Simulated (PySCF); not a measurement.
# [Hg(H2O)2]2+: shape, vibrations and bonding

Task: relax [Hg(H2O)2]2+, compute its harmonic modes and analyse its electrons. The structure is generated, not taken from experiment.

Method: PBE0, Hg def2-SVP with ECP60, O def2-SVP, H def2-SVP; scalar-relativistic core potentials, no spin–orbit coupling; program: PySCF 2.14.0.

1 further run of the same task is left out (for a known fault of the program).

**1. The starting structure**

7 atoms, charge 2, spin multiplicity 1.

Bond lengths: Hg1–O2 2.060 Å, Hg1–O5 2.060 Å, O2–H3 0.970 Å, O2–H4 0.970 Å, O5–H6 0.970 Å, O5–H7 0.970 Å. Angles: O2–Hg1–O5 180.0°, Hg1–O2–H3 127.5°, Hg1–O2–H4 127.5°, H3–O2–H4 105.1°, Hg1–O5–H6 127.5°, Hg1–O5–H7 127.5°, H6–O5–H7 105.1°.

Coordinates:

```xyz
7

Hg    0.0000    0.0000    0.0000
O     0.0000    0.0000    2.0600
H     0.5445    0.5445    2.6500
H    -0.5445   -0.5445    2.6500
O     0.0000    0.0000   -2.0600
H     0.5445   -0.5445   -2.6500
H    -0.5445    0.5445   -2.6500
```

Formal oxidation states: Hg +2.

**2. SCF at the start, singlet**

The input, run.py (the lines that set the calculation):

```python
mol = gto.M(atom='''
Hg     0.00000     0.00000     0.00000
O      0.00000     0.00000     2.06000
H      0.54450     0.54450     2.65000
H     -0.54450    -0.54450     2.65000
O      0.00000     0.00000    -2.06000
H      0.54450    -0.54450    -2.65000
H     -0.54450     0.54450    -2.65000''',
    basis={'Hg': 'def2-SVP', 'O': 'def2-SVP', 'H': 'def2-SVP'},
    ecp={'Hg': 'def2-SVP'},
    charge=2, spin=0)
mf = dft.RKS(mol, xc='PBE0')
mf.grids.atom_grid = (50, 194)
mf = mf.density_fit()  # fitting sets: Hg def2-universal-JKFIT, O def2-universal-JKFIT, H def2-universal-JKFIT
mf.conv_tol = 1e-08; mf.max_cycle = 55
mf.kernel(dm0)  # dm0: free metal ions and neutral atoms
```

Started as:

```
OMP_NUM_THREADS=2 python run.py
```

The log of the run:

```text
init E= -305.147551892566
  HOMO = -0.913541596852192  LUMO = -0.699069461561944  gap/eV = 5.83608
cycle= 1 E= -305.139944762243  delta_E= 0.00761  |g|= 0.906  |ddm|= 2.56
  HOMO = -0.654530698095917  LUMO = -0.438980138149528  gap/eV = 5.86543
cycle= 2 E= -305.059832518201  delta_E= 0.0801  |g|= 1.14  |ddm|= 1.33
  HOMO = -0.811533725798666  LUMO = -0.524222089943148  gap/eV = 7.81815
cycle= 3 E= -305.297333707617  delta_E= -0.238  |g|= 0.118  |ddm|= 0.784
  HOMO = -0.802938817970175  LUMO = -0.535399502058027  gap/eV = 7.28012
cycle= 4 E= -305.300089714867  delta_E= -0.00276  |g|= 0.0248  |ddm|= 0.141
  HOMO = -0.802301348579317  LUMO = -0.53256031194757  gap/eV = 7.34003
cycle= 5 E= -305.300214688425  delta_E= -0.000125  |g|= 0.00503  |ddm|= 0.0301
  HOMO = -0.802652756136623  LUMO = -0.532834359190868  gap/eV = 7.34213
cycle= 6 E= -305.30021956856  delta_E= -4.88e-06  |g|= 0.000587  |ddm|= 0.00661
  HOMO = -0.802774427559792  LUMO = -0.532843667355163  gap/eV = 7.34519
cycle= 7 E= -305.300219647342  delta_E= -7.88e-08  |g|= 5.42e-05  |ddm|= 0.000757
  HOMO = -0.802776394116247  LUMO = -0.532851971704002  gap/eV = 7.34502
cycle= 8 E= -305.300219648117  delta_E= -7.75e-10  |g|= 2.73e-06  |ddm|= 0.000109
  HOMO = -0.802776075643093  LUMO = -0.532851199241776  gap/eV = 7.34503
Extra cycle  E= -305.300219648119  delta_E= -2.44e-12  |g|= 1e-06  |ddm|= 5.72e-06
converged SCF energy = -305.300219648119
```

Wall time 0.9 s (2 threads of AMD EPYC 9B45 (Zen 5), shared host); peak memory 0.42 GiB.

Read off: E = -305.300220 Eh, HOMO -21.84 eV, LUMO -14.50 eV, Mulliken charge on Hg1 +1.27 e. 

**3. Relaxation, singlet**

Steps are kept in the start's point group, D2d.

run.py (the lines that set the calculation): that of step 2 with these lines changed.

```diff
@@ -15,2 +15,3 @@
 mf.conv_tol = 1e-08; mf.max_cycle = 55
-mf.kernel(dm0)  # dm0: free metal ions and neutral atoms
+mf.kernel(dm0)  # dm0: an SCF of this state at this start
+# quasi-Newton relaxation in Cartesian coordinates to a largest gradient under 0.00045 Eh/bohr, steps kept in the point group
```

Started as:

```
OMP_NUM_THREADS=2 python run.py
```

The driver keeps no SCF log for this step, only its results.

It took 5.2 s on 2 threads of AMD EPYC 9B45 (Zen 5), shared host.

Along the way:

| step | energy from step 1 (eV) | largest force component (eV/Å) |
| --- | --- | --- |
| 1 | 0.0000 | 0.5283 |
| 2 | -0.0527 | 0.2310 |
| 3 | -0.0564 | 0.0425 |
| 4 | -0.0567 | 0.0090 |
| 5 | -0.0567 | 0.0025 |

Distances of close pairs at the start and the end, largest changes first:

```
  bond  before (Å)  after (Å)  change (Å)
Hg1–O2       2.060      2.047      -0.013
Hg1–O5       2.060      2.047      -0.013
 O2–H3       0.970      0.981      +0.010
 O2–H4       0.970      0.981      +0.010
 O5–H6       0.970      0.981      +0.010
 O5–H7       0.970      0.981      +0.010
```

It ends in D2d at E = -305.302302 Eh.

```xyz
7
H4HgO2
Hg    0.0000    0.0000    0.0000
O     0.0000    0.0000    2.0472
H     0.5698    0.5698    2.6058
H    -0.5698   -0.5698    2.6058
O     0.0000    0.0000   -2.0472
H     0.5698   -0.5698   -2.6058
H    -0.5698    0.5698   -2.6058
```

**4. Frequencies and infrared intensities**

The input, run.py (the lines that set the calculation):

```python
mol = gto.M(atom='''
Hg     0.00000     0.00000     0.00000
O      0.00000     0.00000     2.04723
H      0.56981     0.56981     2.60584
H     -0.56981    -0.56981     2.60584
O      0.00000     0.00000    -2.04723
H      0.56981    -0.56981    -2.60584
H     -0.56981     0.56981    -2.60584''',
    basis={'Hg': 'def2-SVP', 'O': 'def2-SVP', 'H': 'def2-SVP'},
    ecp={'Hg': 'def2-SVP'},
    charge=2, spin=0)
mf = dft.RKS(mol, xc='PBE0')
mf.grids.atom_grid = (50, 194)
mf = mf.density_fit()  # fitting sets: Hg def2-universal-JKFIT, O def2-universal-JKFIT, H def2-universal-JKFIT
mf.conv_tol = 1e-10; mf.max_cycle = 55
mf.kernel(dm0)  # dm0: the density of the relaxed state
# Hessian and dipole derivatives by central differences of gradients, 0.02 bohr
```

Started as:

```
OMP_NUM_THREADS=2 python run.py
```

The driver keeps no SCF log for this step, only its results.

It took 12 s on 2 threads of AMD EPYC 9B45 (Zen 5), shared host.

Point group D2d; negative numbers are unstable modes, and those under 60 cm⁻¹ are near the numerical noise:

```csv
cm⁻¹,km/mol,symmetry
116,24.6,e
116,24.6,e
133,0.0,b1
176,360.2,e
176,360.2,e
456,0.0,a1
530,5.4,b2
774,54.5,e
774,54.5,e
1602,117.0,b2
1607,0.0,a1
3638,1072.8,b2
3653,0.0,a1
3732,515.0,e
3732,515.0,e
```

**5. Properties on a finer grid**

run.py (the lines that set the calculation): that of step 4 with these lines changed.

```diff
@@ -12,6 +12,5 @@
 mf = dft.RKS(mol, xc='PBE0')
-mf.grids.atom_grid = (50, 194)
+mf.grids.atom_grid = (75, 302)
 mf = mf.density_fit()  # fitting sets: Hg def2-universal-JKFIT, O def2-universal-JKFIT, H def2-universal-JKFIT
-mf.conv_tol = 1e-10; mf.max_cycle = 55
+mf.conv_tol = 1e-09; mf.max_cycle = 55
 mf.kernel(dm0)  # dm0: the density of the relaxed state
-# Hessian and dipole derivatives by central differences of gradients, 0.02 bohr
```

Started as:

```
OMP_NUM_THREADS=2 python run.py
```

The log of the run:

```text
init E= -305.302272090995
  HOMO = -0.803445944404501  LUMO = -0.52638729390927  gap/eV = 7.53915
cycle= 1 E= -305.302272092734  delta_E= -1.74e-09  |g|= 3.12e-05  |ddm|= 0.000154
  HOMO = -0.803436020365868  LUMO = -0.526383872718622  gap/eV = 7.53897
cycle= 2 E= -305.302272092579  delta_E= 1.55e-10  |g|= 4.34e-05  |ddm|= 5.03e-05
  HOMO = -0.803441792862838  LUMO = -0.526386115079777  gap/eV = 7.53907
cycle= 3 E= -305.302272092919  delta_E= -3.39e-10  |g|= 2.03e-06  |ddm|= 3.04e-05
  HOMO = -0.803441714332726  LUMO = -0.526386452628124  gap/eV = 7.53906
Extra cycle  E= -305.302272092925  delta_E= -6.37e-12  |g|= 2.11e-06  |ddm|= 4.13e-06
converged SCF energy = -305.302272092925
```

Run time: 3.7 s. Hardware: 2 threads of AMD EPYC 9B45 (Zen 5), shared host.

Read off: E = -305.302272 Eh, HOMO -21.86 eV, LUMO -14.32 eV, Mulliken charge on Hg1 +1.24 e, largest force component 0.007 eV/Å. 

Löwdin charges:

| atom | value (e) |
| --- | --- |
| Hg1 | 1.02 |
| O2 | 0.10 |
| H3 | 0.20 |
| H4 | 0.20 |
| O5 | 0.10 |
| H6 | 0.20 |
| H7 | 0.20 |

Mulliken charges: Hg1 +1.24, O2 -0.27, H3 +0.32, H4 +0.32, O5 -0.27, H6 +0.32, H7 +0.32 e.

Contacts (the nearest donor of each ligand) and Mayer bond orders:

```csv
contact,distance (Å),bond order
Hg1–O2 (H2O),2.047,0.58
Hg1–O5 (H2O),2.047,0.58
```

Mulliken populations of Hg1 outside the core potential: s 2.68, p 6.17, d 9.90, f 0.01.

Orbitals, density, ELF and potential are computed afterwards from the orbital file.

Frontier orbitals at PBE0, with the share of their density that lies nearest to each atom:

```
orbital  energy (eV)                           lies on
 HOMO-1       -21.86         O2 56 %; O5 25 %; Hg1 7 %
   HOMO       -21.86         O5 54 %; O2 26 %; Hg1 7 %
   LUMO       -14.32  Hg1 62 %; O2, O5 about 13 % each
```

ELF in a plane through or near 3 of the atoms.

Ten even steps from ' ' (0.00) to '@' (0.82):
```
                                                        
                                                        
                                                        
                                                        
                                                        
            ::::..      ........      ..::::            
          --####++--::..--====--..::--++####--          
        ..==%%@@@@##==..==****==..==##@@@@%%++..        
        ..--%%@@@@@@##::**%%%%**::##@@@@@@%%==..        
          ::##%%==%%%%::%%####%%::%%%%==%%##::          
          ::##%%@@##%%::%%####%%::%%%%@@%%##::          
        ..--%%@@@@@@##::**%%%%**::##@@@@@@%%--..        
        ..==%%@@@@##==..==****==..==##@@@@%%==..        
          --####**==::..--====--..::==++##**--          
            ......      ........      ......            
                                                        
                                                        
                                                        
                                                        
                                                        
```
The map spans 10.4 Å across and 6.3 Å up, centred on the molecule. Atoms in the plane (x, y in Å): Hg1 (0.0, 0.0), O2 (-2.0, 0.0), O5 (2.0, 0.0).

On the surface of density 0.002 e/bohr³ the electrostatic potential runs, from the 1st to the 99th percentile, from 9.35 V near O5 to 12.46 V near Hg1.

**6. Results**

```
                                              quantity                            value
                                 state and point group                     singlet, D2d
                                                 modes  116 to 3732 cm⁻¹, none unstable
strongest infrared band (modes within 1.5 cm⁻¹ summed)          3638 cm⁻¹ (1073 km/mol)
                                     zero-point energy                         1.315 eV
                               ideal gas, 298 K, 1 bar   S = 326.5, Cp = 90.0 J/(mol K)
                                 metal–ligand contacts                           2.05 Å
                                       frontier levels   HOMO -21.86 eV, LUMO -14.32 eV
                       dipole about the centre of mass                           0.00 D
                                   mean polarisability                           3.6 Å³
```

All modes are real, so the structure is a minimum. The metal carries +1.02 e by Löwdin's partition against a formal +2, and bond orders to the nearest donors reach 0.58. Both measures hang on the basis. One start shape was tried, so another isomer may lie lower. The bases are small and lack diffuse functions. Spin–orbit coupling is left out.
